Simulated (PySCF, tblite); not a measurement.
# CH₈NOSi₂ radical: geometry, infrared bands and EPR parameters

Aim: predict the infrared bands and EPR parameters of CH₈NOSi₂ radical (`[O]CN([SiH3])[SiH3]`).

Computed with tblite 0.8.0 and PySCF 2.14.0, with density-fitted response routines of our own, on a single molecule in the gas phase. Atoms count from 0, in the outputs and in this text.

**1. The molecule as given**

13 atoms, charge 0, multiplicity 2; geometry from: force field or distance geometry start.

Bonds of the start (Å): O0–C1 1.31, C1–N2 1.50, N2–Si3 1.69, N2–Si4 1.71, C1–H5 1.11, C1–H6 1.10, Si3–H7 1.48, Si3–H8 1.49, Si3–H9 1.50, Si4–H10 1.48, Si4–H11 1.49, Si4–H12 1.49.

**2. Optimising the geometry with GFN2-xTB**

What the job is given:

```
{"job": {"kind": "relax", "xc": "GFN2-xTB", "basis": "xTB"}, "charge": 0, "multiplicity": 2}
O     -1.548100     0.574800    -1.672100
C     -0.828200     1.256400    -0.813400
N     -0.006900     0.306900     0.010900
Si     1.378400    -0.475600    -0.571800
Si    -0.649300    -0.641500     1.279800
H     -1.352800     1.894400    -0.078900
H     -0.105600     1.994100    -1.204200
H      2.122200     0.368700    -1.534300
H      1.113400    -1.829500    -1.143700
H      2.343600    -0.681600     0.557800
H      0.380700    -0.833900     2.330100
H     -1.761200     0.061700     1.970300
H     -1.090600    -1.994400     0.851700
```

Run with:

```console
OMP_NUM_THREADS=1 python probes_run.py task.json out
```

One launch serves the whole session: the jobs run in the order shown.

Output:

```text
step      E/eV     max force
  0    -452.06217    2.556
  1    -452.25369    1.105
  2    -452.32752    1.063
  3    -452.38421    0.674
  4    -452.40696    0.372
  5    -452.42305    0.290
  6    -452.43193    0.275
  7    -452.44404    0.289
  8    -452.45814    0.293
  9    -452.47316    0.329
 10    -452.48485    0.342
 11    -452.49270    0.198
 12    -452.49838    0.196
 13    -452.50436    0.191
 14    -452.51093    0.251
 15    -452.51741    0.252
 16    -452.52388    0.216
 17    -452.53041    0.201
 18    -452.53512    0.155
 19    -452.53759    0.121
 20    -452.53948    0.117
 21    -452.54223    0.185
 22    -452.54612    0.245
 23    -452.55010    0.213
 24    -452.55291    0.168
 25    -452.55507    0.163
 26    -452.55812    0.203
 27    -452.56361    0.343
 28    -452.57082    0.360
 29    -452.57727    0.266
 30    -452.58375    0.293
 31    -452.59290    0.402
 32    -452.60736    0.705
 33    -452.62909    0.921
 34    -452.65885    0.844
 35    -452.67338    1.565
 36    -452.69045    0.997
 37    -452.73262    0.389
 38    -452.75538    0.702
 39    -452.78847    1.192
 40    -452.81683    0.520
 41    -452.87052    0.914
 42    -452.90938    0.483
 43    -452.92848    0.516
 44    -452.93741    0.739
 45    -452.95234    0.465
 46    -452.96242    0.229
 47    -452.96816    0.217
 48    -452.98664    0.244
 49    -452.99313    0.251
 50    -453.00796    0.324
 51    -453.02018    0.502
 52    -453.03996    0.447
 53    -453.06032    0.536
 54    -453.08659    0.564
 55    -453.10698    0.270
 56    -453.12074    0.261
 57    -453.12881    0.236
 58    -453.13805    0.237
 59    -453.14668    0.309
 60    -453.15560    0.288
 61    -453.16469    0.241
 62    -453.17128    0.175
 63    -453.17573    0.215
 64    -453.17764    0.144
 65    -453.17895    0.084
 66    -453.18030    0.102
 67    -453.18174    0.144
 68    -453.18369    0.135
 69    -453.18491    0.076
 70    -453.18547    0.081
 71    -453.18592    0.064
 72    -453.18663    0.090
 73    -453.18763    0.096
 74    -453.18884    0.087
 75    -453.19004    0.093
 76    -453.19117    0.107
 77    -453.19230    0.103
 78    -453.19345    0.092
 79    -453.19448    0.076
 80    -453.19526    0.070
 81    -453.19585    0.063
 82    -453.19643    0.063
 83    -453.19714    0.083
 84    -453.19818    0.103
 85    -453.19945    0.120
 86    -453.20063    0.085
 87    -453.20132    0.061
 88    -453.20174    0.084
 89    -453.20207    0.061
 90    -453.20250    0.044
 91    -453.20285    0.043
 92    -453.20305    0.049
 93    -453.20330    0.044
 94    -453.20355    0.033
 95    -453.20384    0.032
 96    -453.20409    0.046
 97    -453.20431    0.046
 98    -453.20453    0.036
 99    -453.20480    0.041
100    -453.20516    0.041
101    -453.20557    0.053
102    -453.20589    0.044
103    -453.20611    0.039
104    -453.20625    0.030
105    -453.20638    0.039
106    -453.20658    0.048
107    -453.20687    0.061
108    -453.20740    0.069
109    -453.20845    0.214
110    -453.21184    0.244
111    -453.22291    0.343
112    -453.19977    1.281
113    -453.21510    1.280
114    -453.22181    1.257
115    -453.26105    0.527
116    -453.29291    0.515
117    -453.30971    0.731
118    -453.34394    0.806
119    -453.40470    0.810
120    -453.45867    0.796
121    -453.29749    1.966
122    -453.49211    1.198
123    -453.41152    1.100
124    -453.52641    0.502
125    -453.53543    0.517
126    -453.54963    0.483
127    -453.57864    0.424
128    -453.58755    0.813
129    -453.61121    0.373
130    -453.62646    0.383
131    -453.64013    0.342
132    -453.65253    0.416
133    -453.66784    0.231
134    -453.67370    0.163
135    -453.67678    0.135
136    -453.67885    0.136
137    -453.68104    0.119
138    -453.68243    0.084
139    -453.68359    0.089
140    -453.68468    0.083
141    -453.68604    0.121
142    -453.68743    0.115
143    -453.68854    0.089
144    -453.68934    0.048
145    -453.68983    0.037
146    -453.69016    0.048
147    -453.69045    0.047
148    -453.69081    0.048
149    -453.69124    0.052
150    -453.69163    0.046
151    -453.69196    0.049
152    -453.69225    0.041
153    -453.69257    0.049
154    -453.69298    0.053
155    -453.69345    0.058
156    -453.69395    0.051
157    -453.69442    0.043
158    -453.69482    0.041
159    -453.69519    0.051
160    -453.69560    0.051
161    -453.69608    0.041
162    -453.69654    0.052
163    -453.69693    0.053
164    -453.69729    0.048
165    -453.69771    0.050
166    -453.69818    0.053
167    -453.69857    0.044
168    -453.69879    0.028
169    -453.69890    0.023
170    -453.69896    0.020
171    -453.69902    0.034
172    -453.69910    0.030
173    -453.69949    0.035
174    -453.69983    0.053
175    -453.70088    0.092
176    -453.70226    0.125
177    -453.70427    0.150
178    -453.70721    0.142
179    -453.71003    0.123
180    -453.71150    0.121
181    -453.71342    0.072
182    -453.71421    0.120
183    -453.71342    0.247
184    -453.71669    0.085
185    -453.71760    0.071
186    -453.71867    0.071
187    -453.71988    0.069
188    -453.72040    0.052
189    -453.72068    0.039
190    -453.72087    0.072
191    -453.72124    0.033
192    -453.72141    0.032
193    -453.72172    0.050
194    -453.72182    0.034
195    -453.72188    0.014
196    -453.72194    0.024
197    -453.72198    0.017
198    -453.72203    0.019
199    -453.72207    0.015
200    -453.72211    0.017
201    -453.72217    0.018
202    -453.72224    0.017
203    -453.72235    0.027
204    -453.72251    0.029
205    -453.72282    0.036
206    -453.72319    0.059
207    -453.72358    0.068
208    -453.72390    0.052
209    -453.72418    0.051
210    -453.72439    0.036
211    -453.72452    0.023
212    -453.72459    0.013
213    -453.72461    0.007
```

Run time: 1.3 s. Hardware: 1 thread of Arm Neoverse V1, shared host.

Along the way: (not every step is listed)

```csv
step,energy from step 0 (eV),largest force (eV/Å)
0,0.0000,2.5565
1,-0.1915,1.1045
2,-0.2654,1.0630
3,-0.3220,0.6737
4,-0.3448,0.3721
5,-0.3609,0.2902
6,-0.3698,0.2753
7,-0.3819,0.2893
8,-0.3960,0.2929
28,-0.5087,0.3596
48,-0.9245,0.2443
68,-1.1215,0.1351
88,-1.1396,0.0838
108,-1.1452,0.0694
128,-1.5254,0.8134
148,-1.6286,0.0477
168,-1.6366,0.0279
188,-1.6582,0.0518
208,-1.6617,0.0523
209,-1.6620,0.0510
210,-1.6622,0.0356
211,-1.6624,0.0229
212,-1.6624,0.0135
213,-1.6624,0.0068
```

Distances of close pairs at the start and the end, largest changes first:

```csv
bond,before (Å),after (Å),change (Å)
O0–Si3,3.298,1.635,-1.663
N2–Si3,1.694,2.876,+1.182
C1–N2,1.502,1.368,-0.134
O0–C1,1.312,1.379,+0.068
Si3–H9,1.500,1.463,-0.037
Si3–H8,1.493,1.458,-0.036
N2–Si4,1.709,1.689,-0.021
Si4–H12,1.486,1.467,-0.019
```

The end geometry stands in the next job.

**3. Vibrational analysis with GFN2-xTB**

What the job is given:

```
{"job": {"kind": "ir", "xc": "GFN2-xTB", "basis": "xTB"}, "charge": 0, "multiplicity": 2}
O      0.252147     0.520395    -1.636157
C     -0.586405     0.698409    -0.555772
N     -0.255962    -0.040223     0.547301
Si     1.543553    -0.482124    -1.652426
Si    -0.976932    -0.142079     2.070938
H     -1.618438     0.475036    -0.901302
H     -0.602554     1.786139    -0.329231
H      2.534568    -0.093366    -0.649528
H      1.975602    -0.215475    -3.018859
H      1.142175    -1.872150    -1.436850
H      0.083225     0.231399     3.012613
H     -2.165167     0.691497     2.304768
H     -1.330202    -1.556972     2.226777
```

Output:

```text
mode    cm-1     km/mol
  1      64.6      0.26
  2      84.7      1.71
  3      86.7      0.34
  4     119.7     23.48
  5     172.3      3.08
  6     179.9      0.31
  7     459.2      3.32
  8     539.8     55.25
  9     540.6     61.50
 10     591.6     67.50
 11     644.5    104.34
 12     736.4     93.91
 13     745.7    149.63
 14     746.0     42.20
 15     780.0    211.05
 16     780.7    583.78
 17     795.3      1.06
 18     810.9     43.41
 19     811.2    253.00
 20     902.1    134.52
 21    1100.1    253.08
 22    1149.0      0.16
 23    1244.5     17.78
 24    1298.4     33.64
 25    1375.9     34.94
 26    2188.9    428.62
 27    2197.9    199.63
 28    2221.1     14.51
 29    2237.2    381.35
 30    2260.8    147.93
 31    2306.1    250.65
 32    2671.2     13.54
 33    2742.4     30.70
```

Run time: 0.34 s. Hardware: 1 thread of Arm Neoverse V1, shared host.

Which atoms move in the most intense modes:

```csv
cm⁻¹,km/mol,atoms
780,211.1,"H11 45 %, H10 23 %"
781,583.8,"H11 27 %, H12 26 %, H7 12 %, H8 10 %"
811,253.0,"H7 31 %, H9 30 %, H8 19 %, Si3 11 %"
1100,253.1,"O0 48 %, C1 43 %"
2189,428.6,"H11 81 %, H12 10 %"
2198,199.6,"H12 49 %, H10 46 %"
2237,381.4,"H9 52 %, H7 44 %"
2306,250.7,H8 96 %
```

The optimised geometry no longer has the bonds of the starting formula, so what follows describes that rearranged structure.

**4. EPR parameters: B3LYP/pcH-1**

Settings changed since step 3:

```diff
@@ -1,2 +1,2 @@
-{"job": {"kind": "ir", "xc": "GFN2-xTB", "basis": "xTB"}, "charge": 0, "multiplicity": 2}
+{"job": {"kind": "epr", "basis": "pcH-1"}, "charge": 0, "multiplicity": 2}
 O      0.252147     0.520395    -1.636157
```

With the program's defaults for keys left out, this is: UKS B3LYP, pcH-1 on C H N O Si, non-relativistic, mean-field spin-orbit, GIAO.

Output:

```text
UKS, coarse grid
  cycle   1  E = -751.77130256  |g| = 5.58e-01
  cycle   2  E = -751.57563828  |g| = 9.14e-01
  cycle   3  E = -751.87539344  |g| = 1.00e-01
  cycle   4  E = -751.87766870  |g| = 6.55e-02
  cycle   5  E = -751.87955493  |g| = 1.43e-02
  cycle   6  E = -751.87965297  |g| = 4.29e-03
  cycle   7  E = -751.87966406  |g| = 2.01e-03
  cycle   8  E = -751.87966781  |g| = 4.63e-04
UKS, final grid
  cycle   1  E = -751.87968160  |g| = 5.26e-04
  cycle   2  E = -751.87968142  |g| = 8.69e-04
  cycle   3  E = -751.87968172  |g| = 9.30e-05
  cycle   4  E = -751.87968172  |g| = 2.79e-05
E = -751.87968172 Eh   <S^2> = 0.7545 (exact 0.7500)
g shifts (ppm)      1          2          3
  rmc          -189       -189       -189
  gc             -2         40         38
  oz_so           4       2119       6288
  total        -187       1970       6137
hyperfine (MHz)  atom isotope    a_iso     a_fc   dipolar eigenvalues
    0   17O       3.18       3.21     -3.50      1.00      2.49
    1   13C     -43.11     -43.16     -5.41      2.65      2.76
    2   14N      28.95      28.82    -38.43    -37.10     75.53
    3  29Si       3.14       3.15     -0.90      0.32      0.58
    4  29Si      42.30      42.38     -2.56     -0.11      2.67
    5    1H     221.09     221.09     -6.85     -3.59     10.44
    6    1H     219.71     219.70     -6.82     -3.62     10.44
    7    1H       8.20       8.20     -2.26     -1.98      4.24
    8    1H      -0.17      -0.17     -0.93     -0.88      1.81
    9    1H       8.28       8.29     -2.25     -1.97      4.22
   10    1H      83.43      83.42     -4.07     -1.97      6.04
   11    1H      -5.12      -5.12     -2.97     -2.61      5.57
   12    1H      84.37      84.36     -4.07     -1.95      6.01
```

Run time: 47 s. Hardware: 1 thread of Arm Neoverse V1, shared host; peak memory 0.88 GiB.

Principal g values 2.00213, 2.00429, 2.00846; g(iso) = 2.00496, against 2.00232 for a free electron.

Hyperfine couplings, nucleus by nucleus at this fixed geometry (no averaging over rotations):

```csv
nuclei,isotope,a(iso) (MHz),"a(iso) (G, at g = 2.0023)",largest dipolar term (MHz)
H5,1H,221.1,78.9,10.4
H6,1H,219.7,78.4,10.4
H12,1H,84.4,30.1,6.0
H10,1H,83.4,29.8,6.0
C1,13C,-43.1,-15.4,-5.4
Si4,29Si,42.3,15.1,2.7
N2,14N,28.9,10.3,75.5
H9,1H,8.3,3.0,4.2
H7,1H,8.2,2.9,4.2
H11,1H,-5.1,-1.8,5.6
O0,17O,3.2,1.1,-3.5
Si3,29Si,3.1,1.1,-0.9
H8,1H,-0.2,-0.1,1.8
```

Mulliken spin populations:

O0 0.01; C1 -0.08; N2 0.84; Si3 -0.01; Si4 -0.05; H5 0.09; H6 0.09; H7 0.00; H8 0.00; H9 0.00; H10 0.05; H11 0.00; H12 0.05

The fields below are evaluated on a grid from the run's orbitals.

ELF in a plane through or near 7 of the atoms.

Values, 10 rows by 14 columns:
```
0.00 0.00 0.00 0.00 0.00 0.00 0.00 0.00 0.00 0.00 0.00 0.00 0.00 0.00
0.00 0.00 0.00 0.00 0.00 0.00 0.00 0.01 0.00 0.00 0.00 0.00 0.00 0.00
0.00 0.00 0.00 0.00 0.03 0.18 0.03 0.14 0.03 0.00 0.13 0.05 0.00 0.00
0.00 0.00 0.48 0.03 0.33 0.89 0.41 0.61 0.11 0.15 1.00 0.99 0.07 0.00
0.00 0.15 1.00 0.98 0.19 0.56 0.68 0.67 0.58 0.52 1.00 1.00 0.24 0.00
0.00 0.29 1.00 1.00 0.57 0.10 0.07 0.61 0.84 0.71 0.34 0.56 0.02 0.00
0.00 0.02 0.71 0.59 0.06 0.20 0.07 0.89 0.52 0.10 0.28 0.07 0.00 0.00
0.00 0.00 0.01 0.04 0.16 0.20 0.01 0.11 0.03 0.24 0.18 0.03 0.00 0.00
0.00 0.00 0.00 0.00 0.00 0.01 0.00 0.00 0.00 0.01 0.01 0.00 0.00 0.00
0.00 0.00 0.00 0.00 0.00 0.00 0.00 0.00 0.00 0.00 0.00 0.00 0.00 0.00
```
The map spans 12.4 Å across and 8.6 Å up, centred on the molecule. Atoms in the plane (x, y in Å): O0 (-1.5, 0.9), C1 (-0.1, 1.1), N2 (0.6, -0.1), Si3 (-2.3, -0.5), Si4 (2.3, -0.5), H8 (-3.6, 0.0), H11 (3.2, 0.7).

log10 of the density (e/Å³) in the same plane.

Ten even steps from '0' (-4.0) to '9' (2.0):
```
0000000000000000000000000000
0000000000000000000000000000
0000000000011221100000000000
0000000001222333211111000000
0000000123333444322222110000
0001122345555665433333321000
0011233346766666434454432100
0012344456877976545565532100
0123455556776776655676542100
0123566666666677766666542100
0123566678655679769865432100
0123456689655667669855431000
0012345566554555556654321000
0011234455544444455554321000
0001223444433333344443220000
0000012233322112233332210000
0000001122211000122221100000
0000000011100000011110000000
0000000000000000000000000000
0000000000000000000000000000
```
The map spans 12.4 Å across and 8.6 Å up, centred on the molecule. Atoms in the plane (x, y in Å): O0 (-1.5, 0.9), C1 (-0.1, 1.1), N2 (0.6, -0.1), Si3 (-2.3, -0.5), Si4 (2.3, -0.5), H8 (-3.6, 0.0), H11 (3.2, 0.7).

On the surface of density 0.002 e/bohr³ the electrostatic potential runs, from the 1st to the 99th percentile, from -1.18 V near O0 to 1.48 V near H11.

The spin density lies nearest to N2 69 %; H5, H6 about 8 % each.

**5. Outcome**

```
                                 quantity                 value
strongest single infrared mode (GFN2-xTB)  781 cm⁻¹, 584 km/mol
             zero-point energy (GFN2-xTB)         50.9 kcal/mol
                           g(iso) (B3LYP)               2.00496
                                     ⟨S²⟩    0.754 (exact 0.75)
                           largest a(iso)   1H on H5, 221.1 MHz
    surface potential, 1st and 99th percentile    -1.18 V and 1.48 V
```

Over 213 steps the energy fell by 1.662 eV; of the close pairs, O0–Si3 changed most, 3.298 to 1.635 Å. No mode is imaginary among the 33: a minimum at this level. Unscaled tight-binding wavenumbers are off by several per cent, some by more. Its intensities can rank the bands wrongly. The structure rearranged or came apart on optimisation; the results belong to the end geometry, not to the formula as drawn. N2 carries the largest spin population, 0.84 e. The isotropic g lies 2.6 ppt above the free-electron value.
